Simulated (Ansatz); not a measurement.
# AlGa: the cost of one run

Method: DFT PBE, scalar-relativistic, plane waves, PAW, in Ansatz 0.2.0.

### Step 1. The system as given

The structure is trigonal, space group R-3m (No. 166). The conventional cell has a = 3.108 Å, b = 3.108 Å, c = 12.636 Å, α = 90.00°, β = 90.00°, γ = 120.00°. Al (site symmetry -3m) has 6 Ga at 2.77 Å and 6 Al at 3.11 Å as nearest neighbours. Ga (site symmetry -3m) is surrounded by 6 Al at 2.77 Å and 6 Ga at 3.11 Å.

As a file:

```xyz
2
Lattice="1.5542 0.8973 4.2118 -1.5542 0.8973 4.2118 0.0000 -1.7946 4.2118" Properties=species:S:1:pos:R:3 pbc="T T T"
Al    0.0000    0.0000    0.0000
Ga    0.0000    0.0000    6.3178
```

Recipe of the guess: close-packed layers stacked AB|C (R-3m, No. 166). Its size is a rough estimate.

### Step 2. A first look at the guess

Input file input.yaml:

```yaml
crystal:
  lattice:
    - [1.55419747, 0.89731633, 4.21183797]
    - [-1.55419747, 0.89731633, 4.21183797]
    - [0.0, -1.79463265, 4.21183797]
  atoms:
    - { symbol: Al, position: [0.0, 0.0, 0.0] }
    - { symbol: Ga, position: [0.5, 0.5, 0.5] }
basis:
  ecutwfc: 420
kpoints:
  mp_grid: { grid: [6, 6, 6] }
hamiltonian:
  xc: pbe
scf:
  occupations: { method: gaussian, width: 0.1 }
  lower_state_search: "off"
output:
  forces: true
  stress: true
  eigenvalues: true
```

Command:

```bash
$ ansatz run input.yaml --threads 1 --pin off --max-ram 2560MiB --backend cpu --events-out ev --progress --plain --runs-dir out
```

**Question.** How long does this run take on 1 thread of Intel Xeon Platinum 8375C at 2.90GHz (Ice Lake), shared host, and how much memory does it need?

About 1 s, with a peak of 0.32 GiB.
